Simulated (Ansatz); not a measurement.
# Cl2H4OSn: the cost of one run

Program: Ansatz 0.2.0. Level of theory: RKS PBE0/def2-SVP. These are calculated values, not measurements.

### 1 The system as given

Bond lengths: Sn1–O2 2.310 Å, O2–H3 1.010 Å, Sn1–Cl4 2.410 Å, Sn1–H5 1.739 Å, Sn1–H6 1.739 Å, Sn1–Cl7 2.710 Å. Angles: Sn1–O2–H3 109.5°, O2–Sn1–Cl4 109.4°, O2–Sn1–H5 109.5°, O2–Sn1–H6 109.5°, O2–Sn1–Cl7 71.6°, Cl4–Sn1–H5 109.5°, Cl4–Sn1–H6 109.5°, Cl4–Sn1–Cl7 67.1°, H5–Sn1–H6 109.5°, H5–Sn1–Cl7 72.9°, H6–Sn1–Cl7 176.5°.

As a file:

```xyz
8

Sn    0.0000    0.0000    0.0000
O     0.0000    0.0000    2.3100
H    -0.9095   -0.2814    2.6471
Cl    2.2726    0.0000   -0.8025
H    -0.8195    1.4198   -0.5794
H    -0.8195   -1.4198   -0.5794
Cl    1.4213    2.1433    0.8545
H     0.7379    1.1128    2.0705
```

### 2 Pulling towards end A

Springs on the bonds that form and break draw the guess towards this end; the thresholds are loose.

Contents of input.yaml:

```yaml
crystal:
  periodic: [false, false, false]
  atoms:
    - { symbol: Sn, position_ang: [0.0, 0.0, 0.0] }
    - { symbol: O, position_ang: [0.0, 0.0, 2.31] }
    - { symbol: H, position_ang: [-0.9095, -0.2814, 2.6471] }
    - { symbol: Cl, position_ang: [2.2726, 0.0, -0.8025] }
    - { symbol: H, position_ang: [-0.8195, 1.4198, -0.5794] }
    - { symbol: H, position_ang: [-0.8195, -1.4198, -0.5794] }
    - { symbol: Cl, position_ang: [1.4213, 2.1433, 0.8545] }
    - { symbol: H, position_ang: [0.7379, 1.1128, 2.0705] }
basis:
  gaussian: { orbitals: def2-SVP }
hamiltonian:
  xc: pbe0
relax:
  f_tol: 0.15
  max_steps: 25
  restrain:
    - { distance: [0, 6], at: 3.61, k: 30.0 }
    - { distance: [7, 1], at: 2.21, k: 30.0 }
    - { distance: [0, 1], at: 1.96, k: 30.0 }
    - { distance: [7, 6], at: 1.37, k: 30.0 }
output:
  orbitals: {}
```

Started as:

```console
$ ansatz run input.yaml --threads 2 --pin off --max-ram 3072MiB --backend cpu --events-out ev --progress --plain --runs-dir out
```

Q: Estimate wall time and peak memory on 2 threads of Intel Xeon Platinum 8259CL at 2.50GHz (Skylake/Cascade Lake), shared host.

About 62 s, with a peak of 0.25 GiB.
